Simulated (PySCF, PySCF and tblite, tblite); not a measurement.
# C₅H₇NO: conformers and averaged spectra, part 1 of 2

Which conformers does C₅H₇NO (`C=C1C[C@@H]1C(N)=O`) populate, and what do their averaged NMR parameters look like?

Programs: PySCF 2.14.0 with density-fitted response routines of our own, and tblite 0.8.0. All values are computed, except where a source is named. Atoms count from 0 throughout.

## Step 1: The starting structure

14 atoms, charge 0, multiplicity 1; geometry from: MMFF94s geometry.

Bonds of the start (Å): C0–C1 1.30, C0–H7 1.08, C0–H8 1.08, C1–C2 1.41, C1–C3 1.41, C2–C3 1.57, C2–H10 1.07, C2–H9 1.09, C3–C4 1.48, C3–H11 1.09, C4–N5 1.37, C4–O6 1.22, N5–H12 1.00, N5–H13 1.02.

## Step 2: GFN2-xTB relaxation, conformer 1

The job: settings as JSON, then the geometry in Å.

```
{"job": {"xc": "GFN2-xTB", "basis": "xTB", "kind": "relax"}, "charge": 0, "multiplicity": 1}
C     -1.451200     0.406600    -1.310100
C     -0.731500     0.631600    -0.249100
C     -0.073100     1.603300     0.540300
C     -0.088600     0.073600     0.880200
C      1.158600    -0.699600     0.702500
N      1.040400    -1.845500    -0.032900
O      2.218600    -0.332900     1.185700
H     -1.785300    -0.582700    -1.570600
H     -1.749700     1.227100    -1.953500
H     -0.706700     2.260400     1.137100
H      0.828000     2.033700     0.144300
H     -0.711200    -0.241900     1.723700
H      0.168300    -2.136200    -0.434800
H      1.882600    -2.397800    -0.181200
```

On the command line:

```console
$ OMP_NUM_THREADS=1 python ens_run.py task.json out
```

This one command runs the whole study; its stages follow in the order run.

Output:

```text
step      E/eV     max force
  0    -576.60518    2.813
  1    -576.67149    2.363
  2    -576.73042    0.677
  3    -576.75173    0.578
  4    -576.77116    0.395
  5    -576.78748    0.415
  6    -576.79590    0.297
  7    -576.80387    0.229
  8    -576.80723    0.143
  9    -576.80908    0.114
 10    -576.81069    0.107
 11    -576.81160    0.063
 12    -576.81219    0.069
 13    -576.81272    0.070
 14    -576.81326    0.078
 15    -576.81365    0.050
 16    -576.81389    0.038
 17    -576.81389    0.038
 18    -576.81399    0.035
 19    -576.81419    0.044
 20    -576.81425    0.040
 21    -576.81435    0.037
 22    -576.81460    0.036
 23    -576.81467    0.044
 24    -576.81476    0.033
 25    -576.81491    0.025
 26    -576.81500    0.030
 27    -576.81520    0.036
 28    -576.81538    0.034
 29    -576.81554    0.033
 30    -576.81567    0.031
 31    -576.81581    0.035
 32    -576.81598    0.041
 33    -576.81618    0.041
 34    -576.81640    0.044
 35    -576.81667    0.049
 36    -576.81705    0.063
 37    -576.81754    0.064
 38    -576.81812    0.070
 39    -576.81881    0.086
 40    -576.81995    0.120
 41    -576.82151    0.207
 42    -576.82255    0.286
 43    -576.82639    0.169
 44    -576.82940    0.221
 45    -576.82995    0.605
 46    -576.83292    0.124
 47    -576.83465    0.108
 48    -576.83854    0.273
 49    -576.84066    0.113
 50    -576.84286    0.136
 51    -576.84693    0.451
 52    -576.85138    0.205
 53    -576.85587    0.168
 54    -576.85611    0.546
 55    -576.86114    0.240
 56    -576.86267    0.102
 57    -576.86521    0.253
 58    -576.86686    0.238
 59    -576.87018    0.125
 60    -576.87214    0.133
 61    -576.87448    0.116
 62    -576.87556    0.171
 63    -576.87706    0.109
 64    -576.87820    0.122
 65    -576.87991    0.101
 66    -576.88064    0.089
 67    -576.88224    0.102
 68    -576.88455    0.103
 69    -576.88597    0.178
 70    -576.88729    0.114
 71    -576.88881    0.089
 72    -576.89129    0.108
 73    -576.89253    0.078
 74    -576.89395    0.077
 75    -576.89485    0.087
 76    -576.89591    0.092
 77    -576.89700    0.093
 78    -576.89780    0.058
 79    -576.89825    0.092
 80    -576.89858    0.060
 81    -576.89918    0.059
 82    -576.90003    0.068
 83    -576.90087    0.065
 84    -576.90145    0.067
 85    -576.90189    0.082
 86    -576.90244    0.088
 87    -576.90325    0.080
 88    -576.90432    0.066
 89    -576.90496    0.042
 90    -576.90525    0.043
 91    -576.90549    0.029
 92    -576.90568    0.029
 93    -576.90581    0.030
 94    -576.90588    0.028
 95    -576.90595    0.026
 96    -576.90604    0.027
 97    -576.90614    0.028
 98    -576.90620    0.020
 99    -576.90624    0.022
100    -576.90628    0.021
101    -576.90632    0.015
102    -576.90635    0.016
103    -576.90637    0.010
104    -576.90638    0.010
105    -576.90639    0.011
106    -576.90639    0.008
107    -576.90640    0.005
108    -576.90640    0.007
109    -576.90640    0.005
110    -576.90640    0.005
111    -576.90640    0.005
112    -576.90641    0.004
```

Wall time 0.46 s (1 thread of Arm Neoverse V2, shared host).

Relaxing gained 0.301 eV and moved the atoms by 0.66 Å on average (rms).

**GFN2-xTB relaxation, conformer 2**

The job: settings as JSON, then the geometry in Å.

```
{"job": {"xc": "GFN2-xTB", "basis": "xTB", "kind": "relax"}, "charge": 0, "multiplicity": 1}
C     -2.081100     0.536500    -0.840800
C     -1.089100    -0.133200    -0.340800
C     -0.631300    -0.932300     0.747700
C      0.254400    -0.551300    -0.511400
C      1.292100     0.485100    -0.412600
N      2.094900     0.429100     0.673900
O      1.450900     1.320100    -1.308000
H     -1.979300     1.057900    -1.785900
H     -3.034500     0.607000    -0.321200
H     -1.033600    -1.936600     0.811400
H     -0.482100    -0.418600     1.680800
H      0.410000    -1.316800    -1.260500
H      2.826400     1.123700     0.768500
H      2.001500    -0.271100     1.392700
```

Output:

```text
step      E/eV     max force
  0    -576.53576    2.483
  1    -576.63296    2.394
  2    -576.69950    0.626
  3    -576.71505    0.557
  4    -576.73694    0.317
  5    -576.74960    0.324
  6    -576.76280    0.280
  7    -576.77189    0.225
  8    -576.77520    0.126
  9    -576.77698    0.099
 10    -576.77821    0.080
 11    -576.77910    0.076
 12    -576.77972    0.063
 13    -576.78028    0.061
 14    -576.78089    0.067
 15    -576.78153    0.064
 16    -576.78211    0.067
 17    -576.78260    0.052
 18    -576.78302    0.052
 19    -576.78341    0.049
 20    -576.78383    0.063
 21    -576.78430    0.071
 22    -576.78476    0.057
 23    -576.78512    0.047
 24    -576.78539    0.049
 25    -576.78563    0.053
 26    -576.78592    0.048
 27    -576.78625    0.056
 28    -576.78661    0.049
 29    -576.78693    0.046
 30    -576.78717    0.036
 31    -576.78717    0.036
 32    -576.78728    0.032
 33    -576.78754    0.047
 34    -576.78762    0.049
 35    -576.78772    0.048
 36    -576.78789    0.043
 37    -576.78794    0.034
 38    -576.78803    0.033
 39    -576.78820    0.029
 40    -576.78827    0.025
 41    -576.78836    0.023
 42    -576.78842    0.020
 43    -576.78849    0.022
 44    -576.78855    0.023
 45    -576.78863    0.024
 46    -576.78871    0.025
 47    -576.78878    0.021
 48    -576.78885    0.022
 49    -576.78894    0.024
 50    -576.78905    0.036
 51    -576.78919    0.041
 52    -576.78935    0.034
 53    -576.78953    0.038
 54    -576.78975    0.046
 55    -576.78997    0.049
 56    -576.79017    0.048
 57    -576.79037    0.046
 58    -576.79058    0.049
 59    -576.79083    0.048
 60    -576.79113    0.051
 61    -576.79144    0.053
 62    -576.79170    0.043
 63    -576.79189    0.037
 64    -576.79203    0.055
 65    -576.79217    0.059
 66    -576.79235    0.047
 67    -576.79266    0.032
 68    -576.79282    0.041
 69    -576.79308    0.048
 70    -576.79333    0.050
 71    -576.79368    0.056
 72    -576.79410    0.063
 73    -576.79465    0.081
 74    -576.79550    0.104
 75    -576.79378    0.560
 76    -576.79740    0.127
 77    -576.79841    0.100
 78    -576.79349    0.841
 79    -576.80120    0.063
 80    -576.80233    0.067
 81    -576.79532    0.899
 82    -576.80436    0.069
 83    -576.80557    0.085
 84    -576.80294    0.703
 85    -576.80827    0.132
 86    -576.80934    0.154
 87    -576.81023    0.376
 88    -576.81239    0.187
 89    -576.81350    0.121
 90    -576.81791    0.097
 91    -576.82018    0.125
 92    -576.82242    0.158
 93    -576.82485    0.213
 94    -576.82679    0.197
 95    -576.82898    0.322
 96    -576.83107    0.262
 97    -576.83275    0.202
 98    -576.83512    0.172
 99    -576.83734    0.174
100    -576.84036    0.134
101    -576.84240    0.343
102    -576.84514    0.449
103    -576.85018    0.249
104    -576.85457    0.393
105    -576.86031    0.412
106    -576.86463    0.470
107    -576.86938    0.355
108    -576.87297    0.261
109    -576.87849    0.469
110    -576.88106    0.403
111    -576.88626    0.211
112    -576.89074    0.327
113    -576.89436    0.292
114    -576.89807    0.344
115    -576.90009    0.181
116    -576.90195    0.244
117    -576.90283    0.153
118    -576.90365    0.088
119    -576.90516    0.082
120    -576.90582    0.113
121    -576.90652    0.137
122    -576.90736    0.142
123    -576.90830    0.101
124    -576.90896    0.097
125    -576.90937    0.065
126    -576.90963    0.046
127    -576.90995    0.050
128    -576.91014    0.063
129    -576.91039    0.074
130    -576.91061    0.068
131    -576.91090    0.050
132    -576.91118    0.036
133    -576.91142    0.036
134    -576.91160    0.031
135    -576.91175    0.023
136    -576.91189    0.029
137    -576.91199    0.021
138    -576.91205    0.016
139    -576.91209    0.015
140    -576.91213    0.014
141    -576.91218    0.020
142    -576.91222    0.016
143    -576.91226    0.013
144    -576.91228    0.012
145    -576.91230    0.013
146    -576.91232    0.016
147    -576.91234    0.018
148    -576.91238    0.016
149    -576.91241    0.015
150    -576.91244    0.015
151    -576.91246    0.010
152    -576.91247    0.006
153    -576.91247    0.003
```

It took 0.6 s on 1 thread of Arm Neoverse V2, shared host.

The energy fell by 0.377 eV, and the atoms moved 0.90 Å (root mean square).

## Step 3: Shieldings, conformer 1: PBE0/pcSseg-1

The job: settings as JSON, then the geometry in Å.

```
{"job": {"xc": "PBE0", "basis": "pcSseg-1", "kind": "nmr", "pop": true}, "charge": 0, "multiplicity": 1}
C     -1.452883     0.766901    -1.534045
C     -0.795951     0.774735    -0.404781
C     -0.164523     1.490121     0.691843
C     -0.149178    -0.033936     0.650568
C      1.151731    -0.691939     0.320837
N      1.176300    -2.027252     0.566942
O      2.111659    -0.100908    -0.120932
H     -1.711374    -0.150753    -2.037189
H     -1.760012     1.683747    -2.009987
H     -0.775187     1.980553     1.435904
H      0.785015     1.970341     0.497390
H     -0.786685    -0.582868     1.333511
H      0.364485    -2.535974     0.865511
H      2.005925    -2.543242     0.325889
```

Output:

```text
coarse grid: 11920 points
cycle   1  E = -324.0654423585  dE =  1.325e+00  |g| = 8.468e-01  |ddm| = 3.477e+00
cycle   2  E = -323.5927133978  dE =  4.727e-01  |g| = 1.760e+00  |ddm| = 2.624e+00
cycle   3  E = -324.2039096882  dE = -6.112e-01  |g| = 2.063e-01  |ddm| = 2.039e+00
cycle   4  E = -324.2124817482  dE = -8.572e-03  |g| = 7.210e-02  |ddm| = 2.047e-01
cycle   5  E = -324.2134600722  dE = -9.783e-04  |g| = 1.952e-02  |ddm| = 5.536e-02
cycle   6  E = -324.2135421908  dE = -8.212e-05  |g| = 4.582e-03  |ddm| = 1.871e-02
cycle   7  E = -324.2135465196  dE = -4.329e-06  |g| = 1.081e-03  |ddm| = 4.898e-03
final grid: 115848 points
cycle   8  E = -324.2629147850  dE = -1.657e-05  |g| = 1.292e-02  |ddm| = 3.132e-02
cycle   9  E = -324.2628348111  dE =  7.997e-05  |g| = 2.428e-02  |ddm| = 2.846e-02
cycle  10  E = -324.2629475620  dE = -1.128e-04  |g| = 2.413e-03  |ddm| = 2.007e-02
cycle  11  E = -324.2629488338  dE = -1.272e-06  |g| = 1.624e-04  |ddm| = 2.164e-03
cycle  12  E = -324.2629488354  dE = -1.590e-09  |g| = 1.490e-04  |ddm| = 2.634e-04
cycle  13  E = -324.2629488405  dE = -5.147e-09  |g| = 2.825e-05  |ddm| = 1.244e-04
cycle  14  E = -324.2629488407  dE = -1.662e-10  |g| = 1.080e-05  |ddm| = 3.511e-05
converged SCF energy = -324.2629488407

GIAO shielding tensors (ppm)
atom      isotropic    diamagn.    paramagn.     s11        s22        s33       span
  0 C       77.848     255.400    -177.552    -22.735     86.527    169.753    192.487
  1 C       45.665     262.022    -216.357    -47.118      0.572    183.541    230.660
  2 C      175.297     252.612     -77.315    154.288    164.488    207.114     52.825
  3 C      165.298     253.010     -87.712    135.037    142.450    218.406     83.369
  4 C       15.636     244.301    -228.665    -73.608     23.160     97.357    170.966
  5 N      151.490     323.084    -171.594     56.048    149.005    249.418    193.370
  6 O      -54.943     401.957    -456.900   -325.949   -192.148    353.268    679.217
  7 H       25.955      31.716      -5.761     23.679     23.890     30.295      6.616
  8 H       25.952      28.750      -2.798     23.672     24.130     30.053      6.381
  9 H       30.333      30.434      -0.100     25.242     26.374     39.384     14.142
 10 H       29.666      30.559      -0.892     24.614     27.157     37.228     12.614
 11 H       30.036      33.089      -3.053     24.087     29.135     36.886     12.799
 12 H       26.736      33.159      -6.423     22.323     25.471     32.415     10.092
 13 H       27.143      30.072      -2.929     22.311     23.256     35.863     13.551
```

Run time: 17 s. Hardware: 1 thread of Arm Neoverse V2, shared host; peak memory 0.72 GiB.

In short: HOMO -7.24 eV, LUMO -0.03 eV; dipole 3.62 D.

## Step 4: Shieldings, conformer 2: PBE0/pcSseg-1

The job: settings as JSON, then the geometry in Å.

```
{"job": {"xc": "PBE0", "basis": "pcSseg-1", "kind": "nmr", "pop": false}, "charge": 0, "multiplicity": 1}
C     -1.955787     0.758515    -0.336444
C     -1.017613    -0.145659    -0.223739
C     -0.461431    -1.299704     0.471997
C      0.273358    -0.660353    -0.707840
C      1.541891     0.096461    -0.473413
N      1.507204     0.956191     0.576607
O      2.533987    -0.062390    -1.149072
H     -1.917342     1.522156    -1.096251
H     -2.813163     0.766997     0.317516
H     -0.906121    -2.272249     0.316264
H     -0.041878    -1.170410     1.460310
H      0.298671    -1.216157    -1.637192
H      2.314817     1.531942     0.745313
H      0.642729     1.194188     1.029809
```

Output:

```text
coarse grid: 11920 points
cycle   1  E = -324.0678205283  dE =  1.322e+00  |g| = 8.388e-01  |ddm| = 3.470e+00
cycle   2  E = -323.6212611674  dE =  4.466e-01  |g| = 1.721e+00  |ddm| = 2.735e+00
cycle   3  E = -324.2014548973  dE = -5.802e-01  |g| = 2.136e-01  |ddm| = 2.156e+00
cycle   4  E = -324.2107814486  dE = -9.327e-03  |g| = 7.269e-02  |ddm| = 2.232e-01
cycle   5  E = -324.2117647138  dE = -9.833e-04  |g| = 2.278e-02  |ddm| = 5.824e-02
cycle   6  E = -324.2118779873  dE = -1.133e-04  |g| = 5.056e-03  |ddm| = 1.914e-02
cycle   7  E = -324.2118829025  dE = -4.915e-06  |g| = 2.082e-03  |ddm| = 5.200e-03
final grid: 115848 points
cycle   8  E = -324.2619759880  dE = -1.854e-05  |g| = 1.321e-02  |ddm| = 3.550e-02
cycle   9  E = -324.2618913761  dE =  8.461e-05  |g| = 2.492e-02  |ddm| = 2.969e-02
cycle  10  E = -324.2620097287  dE = -1.184e-04  |g| = 2.436e-03  |ddm| = 2.140e-02
cycle  11  E = -324.2620109530  dE = -1.224e-06  |g| = 3.189e-04  |ddm| = 2.017e-03
cycle  12  E = -324.2620109701  dE = -1.711e-08  |g| = 1.980e-04  |ddm| = 4.270e-04
cycle  13  E = -324.2620109798  dE = -9.678e-09  |g| = 3.542e-05  |ddm| = 2.169e-04
cycle  14  E = -324.2620109800  dE = -2.569e-10  |g| = 1.296e-05  |ddm| = 4.233e-05
converged SCF energy = -324.2620109800

GIAO shielding tensors (ppm)
atom      isotropic    diamagn.    paramagn.     s11        s22        s33       span
  0 C       74.399     256.444    -182.045    -25.642     79.041    169.798    195.440
  1 C       45.048     264.925    -219.877    -50.485     -6.345    191.974    242.459
  2 C      172.263     251.187     -78.923    147.399    161.172    208.219     60.820
  3 C      163.426     249.671     -86.245    126.106    140.203    223.968     97.862
  4 C       14.080     242.683    -228.602    -80.512     24.876     97.878    178.390
  5 N      163.431     324.332    -160.901     73.056    171.612    245.626    172.570
  6 O     -104.871     398.133    -503.004   -418.132   -206.323    309.843    727.975
  7 H       25.667      31.114      -5.447     23.219     23.931     29.850      6.632
  8 H       25.728      29.717      -3.989     23.515     24.062     29.606      6.091
  9 H       30.128      29.912       0.217     24.921     26.156     39.308     14.387
 10 H       30.377      30.700      -0.323     25.318     28.421     37.390     12.071
 11 H       29.599      31.125      -1.526     24.208     27.202     37.388     13.180
 12 H       27.618      30.384      -2.765     23.002     23.786     36.067     13.066
 13 H       27.259      34.420      -7.160     20.464     29.847     31.466     11.002
```

Wall time 16 s (1 thread of Arm Neoverse V2, shared host); peak memory 0.73 GiB.

In short: HOMO -7.22 eV, LUMO -0.37 eV; dipole 3.92 D.

## Step 5: Couplings, conformer 1: B3LYP/6-31G*+pcJ-1

The job: settings as JSON, then the geometry in Å.

```
{"job": {"xc": "B3LYP", "basis": {"default": "6-31G*", "H": "pcJ-1"}, "nuclei": ["H", "F", "P", "Si", "B"], "kind": "j"}, "charge": 0, "multiplicity": 1}
C     -1.452883     0.766901    -1.534045
C     -0.795951     0.774735    -0.404781
C     -0.164523     1.490121     0.691843
C     -0.149178    -0.033936     0.650568
C      1.151731    -0.691939     0.320837
N      1.176300    -2.027252     0.566942
O      2.111659    -0.100908    -0.120932
H     -1.711374    -0.150753    -2.037189
H     -1.760012     1.683747    -2.009987
H     -0.775187     1.980553     1.435904
H      0.785015     1.970341     0.497390
H     -0.786685    -0.582868     1.333511
H      0.364485    -2.535974     0.865511
H      2.005925    -2.543242     0.325889
```

Output:

```text
coarse grid: 11920 points
cycle   1  E = -324.5540265858  dE =  1.306e+00  |g| = 9.090e-01  |ddm| = 3.532e+00
cycle   2  E = -323.8336767633  dE =  7.203e-01  |g| = 2.045e+00  |ddm| = 3.250e+00
cycle   3  E = -324.7131550696  dE = -8.795e-01  |g| = 2.770e-01  |ddm| = 2.658e+00
cycle   4  E = -324.7292696481  dE = -1.611e-02  |g| = 1.025e-01  |ddm| = 3.252e-01
cycle   5  E = -324.7313142439  dE = -2.045e-03  |g| = 2.834e-02  |ddm| = 8.329e-02
cycle   6  E = -324.7314959794  dE = -1.817e-04  |g| = 6.744e-03  |ddm| = 3.035e-02
cycle   7  E = -324.7315056680  dE = -9.689e-06  |g| = 2.342e-03  |ddm| = 8.548e-03
final grid: 115848 points
cycle   8  E = -324.6735348962  dE = -2.262e-05  |g| = 9.147e-03  |ddm| = 2.397e-02
cycle   9  E = -324.6734936697  dE =  4.123e-05  |g| = 1.639e-02  |ddm| = 2.252e-02
cycle  10  E = -324.6735538770  dE = -6.021e-05  |g| = 2.618e-03  |ddm| = 1.563e-02
cycle  11  E = -324.6735553130  dE = -1.436e-06  |g| = 3.147e-04  |ddm| = 2.456e-03
cycle  12  E = -324.6735553278  dE = -1.483e-08  |g| = 1.772e-04  |ddm| = 3.756e-04
cycle  13  E = -324.6735553351  dE = -7.249e-09  |g| = 4.456e-05  |ddm| = 1.660e-04
cycle  14  E = -324.6735553355  dE = -4.551e-10  |g| = 7.111e-06  |ddm| = 4.261e-05
converged SCF energy = -324.6735553355

Indirect spin-spin couplings (Hz)
  i      j    bonds     total        FC       PSO       DSO        SD
  7 H    8 H    2     -2.161    -1.493     2.893    -3.561         -
  7 H    9 H    4     -3.860    -3.235     1.070    -1.695         -
  7 H   10 H    4     -4.046    -3.447     1.041    -1.640         -
  7 H   11 H    4     -2.445    -2.233     0.310    -0.522         -
  7 H   13 H    6     -0.204     0.001     0.390    -0.596         -
  8 H    9 H    4     -2.890    -2.598     0.452    -0.743         -
  8 H   10 H    4     -3.170    -2.900     0.411    -0.681         -
  8 H   11 H    4     -3.572    -2.982     1.011    -1.601         -
  8 H   12 H    6     -0.358    -0.043     0.601    -0.915         -
  8 H   13 H    6     -0.433    -0.069     0.730    -1.094         -
  9 H   10 H    2    -12.281   -11.702     2.322    -2.901         -
  9 H   11 H    3      8.786     8.747     0.276    -0.236         -
  9 H   12 H    5     -0.302    -0.037     0.644    -0.909         -
  9 H   13 H    5     -0.462     0.007     1.045    -1.515         -
 10 H   11 H    3      4.542     5.250     1.877    -2.584         -
 10 H   12 H    5     -0.498    -0.046     0.955    -1.407         -
 10 H   13 H    5     -0.412     0.027     0.875    -1.314         -
 11 H   12 H    4      0.622    -0.064    -1.443     2.129         -
 12 H   13 H    2      5.562     6.293     5.127    -5.857         -
```

Run time: 19 s. Hardware: 1 thread of Arm Neoverse V2, shared host; peak memory 0.82 GiB.

In short: HOMO -6.65 eV, LUMO 0.11 eV; dipole 3.46 D.

(Continued in part 2 of 2.)
